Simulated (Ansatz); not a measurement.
# ClH2LiOSn (SMILES [Li][O][SnH2][Cl]): single points off equilibrium

The task here is to estimate one member of a computed series from the others.

Computed with Ansatz 0.2.0, Gaussian basis. Level: single points in def2-TZVPP.

Correlated methods freeze the cores. Filled d shells of the heavier atoms are correlated. Core potentials replace the inner electrons past krypton, and spin-orbit coupling is left out. The outer core shell of Li, Na, Mg and K is correlated. B3LYP uses VWN-RPA correlation.

### Starting geometry

SMILES `[Li][O][SnH2][Cl]`, 6 atoms, charge 0, spin multiplicity 1.

Atoms are counted from 1 here; the program's logs count them from 0.

Bond lengths: Li1–O2 1.554 Å, O2–Sn3 1.819 Å, Sn3–Cl4 2.338 Å, Sn3–H5 1.724 Å, Sn3–H6 1.995 Å. Angles: Li1–O2–Sn3 166.7°, O2–Sn3–Cl4 104.9°, O2–Sn3–H5 109.6°, O2–Sn3–H6 118.2°, Cl4–Sn3–H5 104.8°, Cl4–Sn3–H6 110.3°, H5–Sn3–H6 108.3°.

Geometry (Å):

```mol
ClH2LiOSn
  3D, bonds by distance, orders not assigned

  6  5  0  0  0  0  0  0  0  0999 V2000
    0.6022   -2.6841    0.6055 Li  0  0
    0.4747   -1.1452    0.4324 O   0  0
    0.0156    0.5516   -0.0373 Sn  0  0
   -1.8563    0.3078   -1.4164 Cl  0  0
    1.2328    1.2172   -1.0604 H   0  0
   -0.3645    1.8625    1.4184 H   0  0
  1  2  8  0
  2  3  8  0
  3  4  8  0
  3  5  8  0
  3  6  8  0
M  END
```

The first run:

File run/in.yaml:

```yaml
crystal:
  periodic: [false, false, false]
  atoms:
    - {symbol: Li, position_ang: [0.602200, -2.684100, 0.605500]}
    - {symbol: O, position_ang: [0.474700, -1.145200, 0.432400]}
    - {symbol: Sn, position_ang: [0.015600, 0.551600, -0.037300]}
    - {symbol: Cl, position_ang: [-1.856300, 0.307800, -1.416400]}
    - {symbol: H, position_ang: [1.232800, 1.217200, -1.060400]}
    - {symbol: H, position_ang: [-0.364500, 1.862500, 1.418400]}
basis:
  gaussian: {orbitals: def2-TZVPP}
correlation: {method: ccsd_t}
output: {forces: true}
```

No record of the launch command was kept for these runs.

Steps of the session up to this table: CCSD(T)/def2-TZVPP; PBE0-D4/def2-TZVPP; wB97M-V/def2-TZVPP; r2SCAN-D4/def2-TZVPP; PBE-D4/def2-TZVPP; BHLYP-D4/def2-TZVPP; B3LYP-D4/def2-TZVPP.

One of the session's tables, all rows but one given; the rest of the session is left out.

| method | RMS force component (eV/Å) | angle to CCSD(T) forces (°) | dipole (D) |
| --- | --- | --- | --- |
| CCSD(T) | 1.160 | reference | 7.31 |
| PBE0-D4 | 1.106 | 3.5 | 7.27 |
| wB97M-V | ? | ? | ? |
| r2SCAN-D4 | 1.137 | 3.7 | 7.41 |
| PBE-D4 | 1.218 | 10.7 | 7.24 |
| BHLYP-D4 | 1.102 | 5.2 | 7.22 |
| B3LYP-D4 | 1.198 | 8.5 | 7.22 |

**Question.** Estimate the row for wB97M-V.

As computed: RMS force component (eV/Å): 1.172; angle to CCSD(T) forces (°): 1.9; dipole (D): 7.20. In the column «RMS force component (eV/Å)» it lies between CCSD(T) (1.160) and B3LYP-D4 (1.198).
